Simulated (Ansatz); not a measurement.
# C2H7FSi: the cost of one run

Method: RHF/6-31G, in Ansatz 0.2.0.

## (1) The structure to begin with

Bond lengths: Si1–F2 1.590 Å, Si1–C3 1.870 Å, C3–H4 1.110 Å, C3–H5 1.110 Å, C3–H6 1.110 Å, Si1–H7 1.459 Å, Si1–C8 1.869 Å, C8–H9 1.110 Å, C8–H10 1.110 Å, C8–H11 1.110 Å. Angles (14 of 18 angles, heavy atoms first): F2–Si1–C3 109.4°, F2–Si1–C8 109.5°, C3–Si1–C8 109.5°, F2–Si1–H7 109.5°, C3–Si1–H7 109.5°, H7–Si1–C8 109.5°, Si1–C3–H4 109.5°, Si1–C3–H5 109.5°, Si1–C3–H6 109.5°, Si1–C8–H9 109.5°, Si1–C8–H10 109.5°, Si1–C8–H11 109.5°, H4–C3–H5 109.4°, H4–C3–H6 109.4°.

Structure file:

```xyz
11

Si    0.0000    0.0000    0.0000
F     0.0000    0.0000    1.5900
C     1.7634    0.0000   -0.6227
H     2.1111   -1.0463   -0.7509
H     1.8119    0.5276   -1.5981
H     2.4154    0.5187    0.1108
H    -0.6877    1.1914   -0.4862
C    -0.8808   -1.5259   -0.6227
H    -1.3804   -2.0377    0.2261
H    -1.6409   -1.2332   -1.3768
H    -0.1449   -2.2146   -1.0879
```

## (2) Preparing the start

File input.yaml:

```yaml
crystal:
  periodic: [false, false, false]
  atoms:
    - { symbol: Si, position_ang: [0.0, 0.0, 0.0] }
    - { symbol: F, position_ang: [0.0, 0.0, 1.59] }
    - { symbol: C, position_ang: [1.7634, 0.0, -0.6227] }
    - { symbol: H, position_ang: [2.1111, -1.0463, -0.7509] }
    - { symbol: H, position_ang: [1.8119, 0.5276, -1.5981] }
    - { symbol: H, position_ang: [2.4154, 0.5187, 0.1108] }
    - { symbol: H, position_ang: [-0.6877, 1.1914, -0.4862] }
    - { symbol: C, position_ang: [-0.8808, -1.5259, -0.6227] }
    - { symbol: H, position_ang: [-1.3804, -2.0377, 0.2261] }
    - { symbol: H, position_ang: [-1.6409, -1.2332, -1.3768] }
    - { symbol: H, position_ang: [-0.1449, -2.2146, -1.0879] }
basis:
  gaussian: { orbitals: "6-31G" }
hamiltonian:
  xc: hf
relax:
  f_tol: 0.02
  max_steps: 40
```

On the command line:

```
> ansatz run input.yaml --threads 1 --pin off --max-ram 2048MiB --backend cpu --events-out ev --progress --plain --runs-dir out
```

**Question.** How long does this run take on 1 thread of Arm Neoverse V2, shared host, and how much memory does it need?

About 13 s, with a peak of 0.11 GiB.
